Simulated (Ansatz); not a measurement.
**ZnSiH₄: basis-set convergence**

One table from this session's results is given with a row withheld; the runs are named, their logs left out.

Method: one geometry, several basis sets; program: Ansatz 0.2.0, Gaussian basis.

Plan: PBE0-D4/def2-SVP; ωB97M-V/def2-SVP; PBE0-D4/def2-QZVPP; ωB97M-V/def2-QZVPP; the functionals' def2-TZVPP values are taken from earlier runs.

## Structure used throughout

The geometry comes from an earlier relaxation with PBE0-D4 in a triple-zeta def2 set; it is a stationary point.

6 atoms, charge 0, spin multiplicity 1.

Atoms are counted from 1 here; the program's logs count them from 0.

Bond lengths: Si1–H3 1.486 Å, Si1–H4 1.485 Å, Si1–H5 1.485 Å, Si1–H6 1.485 Å. Angles: H3–Si1–H4 109.5°, H3–Si1–H5 109.5°, H3–Si1–H6 109.5°, H4–Si1–H5 109.5°, H4–Si1–H6 109.5°, H5–Si1–H6 109.5°.

The first run:

in.yaml reads:

```yaml
crystal:
  periodic: [false, false, false]
  atoms:
    - {symbol: Si, position_ang: [0.113852, -0.527980, -0.359430]}
    - {symbol: Zn, position_ang: [-0.527203, 2.576109, 1.750992]}
    - {symbol: H, position_ang: [0.363629, -1.739134, -1.183868]}
    - {symbol: H, position_ang: [-1.306872, -0.506742, 0.071920]}
    - {symbol: H, position_ang: [0.405119, 0.686606, -1.162495]}
    - {symbol: H, position_ang: [0.993574, -0.552858, 0.836581]}
basis:
  gaussian: {orbitals: def2-SVP}
hamiltonian: {xc: pbe0, dispersion: d4}
output: {orbitals: {seedname: orbitals}}
```

Command:

```bash
$ ansatz run in.yaml --threads 2 --pin off --events-out ev --progress --plain --max-ram 4352MiB
```

Among the steps run: PBE0-D4 in def2-SVP; ωB97M-V in def2-SVP; PBE0-D4 in def2-QZVPP; ωB97M-V in def2-QZVPP.

One table of the session follows, with a row left open; its other results are not shown here.

It belongs to the step «Functionals by basis». 

| functional | basis | HOMO (eV) | LUMO (eV) |
| --- | --- | --- | --- |
| PBE0-D4 | def2-SVP | -6.30 | 0.35 |
| PBE0-D4 | def2-TZVPP | ? | ? |
| PBE0-D4 | def2-QZVPP | -6.54 | -0.62 |
| ωB97M-V | def2-SVP | -8.37 | 2.18 |
| ωB97M-V | def2-TZVPP | -8.64 | 0.94 |
| ωB97M-V | def2-QZVPP | -8.64 | 0.63 |

**Question.** Estimate the row for PBE0-D4, def2-TZVPP.

As computed: HOMO (eV): -6.55; LUMO (eV): -0.57. In the column «HOMO (eV)» it lies between ωB97M-V, def2-SVP (-8.37) and PBE0-D4, def2-QZVPP (-6.54).
